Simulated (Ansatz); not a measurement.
Runs of Ansatz 0.2.0 on Ta3AsAu2O13. The typed cell holds 19 atoms: a = 5.724 Å, b = 6.389 Å, c = 8.473 Å, α = 80.92°, β = 88.19°, γ = 78.31°. The cell was built by a generator and needn't be a form met in nature.

```tsv
U	gap on the mesh (eV)	pressure (GPa)	largest force (eV/Å)
Au d U = 4 eV, Ta d U = 4 eV	1.46	1.4	0.23
Au d U = 8 eV, Ta d U = 8 eV	1.41	(b)	(a)
Au d U = 2 eV, Ta d U = 2 eV	1.41	0.7	(c)
Au d U = 6 eV, Ta d U = 6 eV	1.45	2.3	0.35
```

Alike in all rows: task projected density of states; level PBE+U; potentials or basis Ansatz PAW; no spin polarisation; cell as given; k mesh 5 × 5 × 4; cutoff (eV) 420; smearing fermi-dirac 0.05 eV.

Q: Fill in the values left out.

A: (a) 0.51; (b) 3.2; (c) 0.13.

Caveats: odd divisions of the mesh miss points on the zone boundary, where band edges often lie, so the gap on the mesh can be too wide; spin-orbit coupling is left out, which moves the levels of the heavy elements; the density of states is complete only up to the lowest level of the last band computed.

A k mesh can miss the band edges, and the runs leave out spin-orbit coupling on As, Au, Ta.
